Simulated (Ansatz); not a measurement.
# C₂H₃ClSi: up Jacob's ladder to CCSD(T)

The task here is to estimate one member of a computed series from the others.

Program: Ansatz 0.2.0, Gaussian basis. Level of theory: functionals in def2-TZVPP, the program's frozen cores in correlated methods. These are calculated values, not measurements.

Levels to be run: LDA (SPW92), PBE-D4, revPBE-D4, BLYP-D4, r2SCAN-D4, B97M-V, PBE0-D4, B3LYP-D4, r2SCANh-D4, r2SCAN0-D4, HSE06-D4, BHLYP-D4, CAM-B3LYP-D4, LC-ωPBE, ωB97X-V, ωB97M-V, B2PLYP, PBE-QIDH; CCSD(T)/def2-SVP; CCSD(T)/def2-TZVPP; MP2/def2-QZVPP; extrapolation to the limit; RPA on PBE.

**The relaxed structure**

All runs share one geometry, relaxed beforehand with PBE0-D4 in a triple-zeta def2 set.

7 atoms, charge 0, spin multiplicity 1.

Atoms are counted from 1 here; the program's logs count them from 0.

Bond lengths: Cl1–C2 1.700 Å, C2–C3 1.327 Å, C2–Si4 1.804 Å, C3–Si4 1.819 Å, C3–H5 1.082 Å, Si4–H6 1.482 Å, Si4–H7 1.482 Å. Angles: Cl1–C2–C3 135.8°, Cl1–C2–Si4 155.1°, C3–C2–Si4 69.1°, C2–C3–Si4 67.9°, C2–C3–H5 137.0°, Si4–C3–H5 155.1°, C2–Si4–C3 43.0°, C2–Si4–H6 121.6°, C2–Si4–H7 121.6°, C3–Si4–H6 121.6°, C3–Si4–H7 121.6°, H6–Si4–H7 111.4°.

As a file:

```xyz
7
charge 0, multiplicity 1
Cl   -1.1692   -2.2933    0.4115
C    -0.3580   -0.8199    0.1632
C     0.8368   -0.3300    0.4667
Si   -0.1859    0.8716   -0.4389
H     1.7275   -0.6738    0.9756
H    -0.8378    2.0113    0.2488
H     0.0478    1.1662   -1.8726
```

The first run:

The input, in.yaml:

```yaml
crystal:
  periodic: [false, false, false]
  atoms:
    - {symbol: Cl, position_ang: [-1.169245, -2.293315, 0.411478]}
    - {symbol: C, position_ang: [-0.358007, -0.819919, 0.163156]}
    - {symbol: C, position_ang: [0.836773, -0.329965, 0.466728]}
    - {symbol: Si, position_ang: [-0.185872, 0.871566, -0.438874]}
    - {symbol: H, position_ang: [1.727498, -0.673809, 0.975570]}
    - {symbol: H, position_ang: [-0.837764, 2.011292, 0.248794]}
    - {symbol: H, position_ang: [0.047816, 1.166150, -1.872551]}
basis:
  gaussian: {orbitals: def2-TZVPP}
hamiltonian: {xc: lda}
output: {orbitals: {seedname: orbitals}}
```

Run with:

```sh
$ ansatz run in.yaml --threads 2 --pin off --events-out ev --progress --plain --max-ram 4352MiB
```

Steps of the session up to this table: LDA; PBE-D4 (GGA); revPBE-D4 (GGA); BLYP-D4 (GGA); r2SCAN-D4 (meta-GGA); B97M-V (meta-GGA); B3LYP-D4 (hybrid); r2SCANh-D4 (hybrid); r2SCAN0-D4 (hybrid); HSE06-D4 (hybrid); BHLYP-D4 (hybrid); CAM-B3LYP-D4 (range-separated); LC-ωPBE (range-separated); ωB97X-V (range-separated); ωB97M-V (range-separated); B2PLYP (double hybrid); PBE-QIDH (double hybrid).

One table of the session follows, with a row left open; its other results are not shown here.

It belongs to the step «Orbital energies across the functionals». 

```
  functional  HOMO (eV)  gap (eV)
 LDA (SPW92)      -6.72      5.00
      PBE-D4      -6.59      5.12
   revPBE-D4      -6.54      5.16
     BLYP-D4      -6.44      5.14
   r2SCAN-D4      -6.84      5.59
      B97M-V      -6.93      5.73
     PBE0-D4      -7.80      7.29
    B3LYP-D4          ?         ?
  r2SCANh-D4      -7.29      6.41
  r2SCAN0-D4      -7.96      7.61
    HSE06-D4      -7.40      6.52
    BHLYP-D4      -8.81      9.19
CAM-B3LYP-D4      -9.10      9.62
     LC-ωPBE     -10.43     12.10
     ωB97X-V     -10.09     11.63
     ωB97M-V      -9.93     11.21
```

Q: Estimate the row for B3LYP-D4 from the others.

Worked estimate for «HOMO (eV)». Against the share of exact exchange, BLYP-D4 (0, -6.44), BHLYP-D4 (0.5, -8.81) give a slope of -4.74 per unit share; at 0.2 the line stands at -7.39.

As computed: HOMO (eV): -7.57; gap (eV): 6.85. In «HOMO (eV)» the line misses by +0.18.
